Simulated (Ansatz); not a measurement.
**GaH₇OSi₂: basis-set convergence**

The task here is to estimate one member of a computed series from the others.

Program: Ansatz 0.2.0, Gaussian basis. Level of theory: one geometry, several basis sets. These are calculated values, not measurements.

Levels to be run: PBE0-D4/def2-SVP; ωB97M-V/def2-SVP; PBE0-D4/def2-QZVPP; ωB97M-V/def2-QZVPP; the functionals' def2-TZVPP values are taken from earlier runs.

## The relaxed structure

The geometry comes from an earlier relaxation with PBE0-D4 in a triple-zeta def2 set; it is a stationary point, not always the lowest conformer.

SMILES `[SiH3]O[SiH2][GaH2]`, 11 atoms, charge 0, spin multiplicity 1.

Atoms are counted from 1 here; the program's logs count them from 0.

Bond lengths: Si1–O2 1.626 Å, Si1–H5 1.481 Å, Si1–H6 1.481 Å, Si1–H7 1.526 Å, O2–Si3 1.679 Å, Si3–Ga4 2.433 Å, Si3–H8 1.489 Å, Si3–H9 1.489 Å, Ga4–H10 1.573 Å, Ga4–H11 1.573 Å. Angles: O2–Si1–H5 112.2°, O2–Si1–H6 112.1°, O2–Si1–H7 107.7°, H5–Si1–H6 111.2°, H5–Si1–H7 106.6°, H6–Si1–H7 106.6°, Si1–O2–Si3 124.4°, O2–Si3–Ga4 101.1°, O2–Si3–H8 107.7°, O2–Si3–H9 107.7°, Ga4–Si3–H8 116.4°, Ga4–Si3–H9 116.5°, H8–Si3–H9 106.8°, Si3–Ga4–H10 120.6°, Si3–Ga4–H11 120.5°, H10–Ga4–H11 118.7°.

The first run:

Input file in.yaml:

```yaml
crystal:
  periodic: [false, false, false]
  atoms:
    - {symbol: Si, position_ang: [-0.948631, 1.378047, 0.165338]}
    - {symbol: O, position_ang: [0.674502, 1.300071, 0.224070]}
    - {symbol: Si, position_ang: [1.562926, -0.113270, 0.044021]}
    - {symbol: Ga, position_ang: [-0.213930, -1.746594, -0.263462]}
    - {symbol: H, position_ang: [-1.428848, 2.190101, -0.976002]}
    - {symbol: H, position_ang: [-1.531070, 1.851209, 1.441817]}
    - {symbol: H, position_ang: [-1.472844, -0.037528, -0.056091]}
    - {symbol: H, position_ang: [2.491657, 0.077953, -1.104564]}
    - {symbol: H, position_ang: [2.409193, -0.274387, 1.258951]}
    - {symbol: H, position_ang: [-0.722505, -2.116274, -1.705128]}
    - {symbol: H, position_ang: [-0.820461, -2.509317, 0.971050]}
basis:
  gaussian: {orbitals: def2-SVP}
hamiltonian: {xc: pbe0, dispersion: d4}
output: {orbitals: {seedname: orbitals}}
```

The run is started by

```bash
$ ansatz run in.yaml --threads 4 --pin off --events-out ev --progress --plain --max-ram 10444MiB
```

Steps of the session up to this table: PBE0-D4 in def2-SVP; ωB97M-V in def2-SVP; PBE0-D4 in def2-QZVPP; ωB97M-V in def2-QZVPP.

One table of the session follows, with a row left open; its other results are not shown here.

It belongs to the step «Density functionals: the series». 

```
functional       basis  HOMO (eV)  LUMO (eV)
   PBE0-D4    def2-SVP      -7.31      -1.76
   PBE0-D4  def2-TZVPP      -7.29      -1.81
   PBE0-D4  def2-QZVPP          ?          ?
   ωB97M-V    def2-SVP      -9.31       0.07
   ωB97M-V  def2-TZVPP      -9.33      -0.05
   ωB97M-V  def2-QZVPP      -9.33      -0.17
```

**Question.** Estimate the row for PBE0-D4, def2-QZVPP.

The run gave: HOMO (eV): -7.29; LUMO (eV): -1.84.
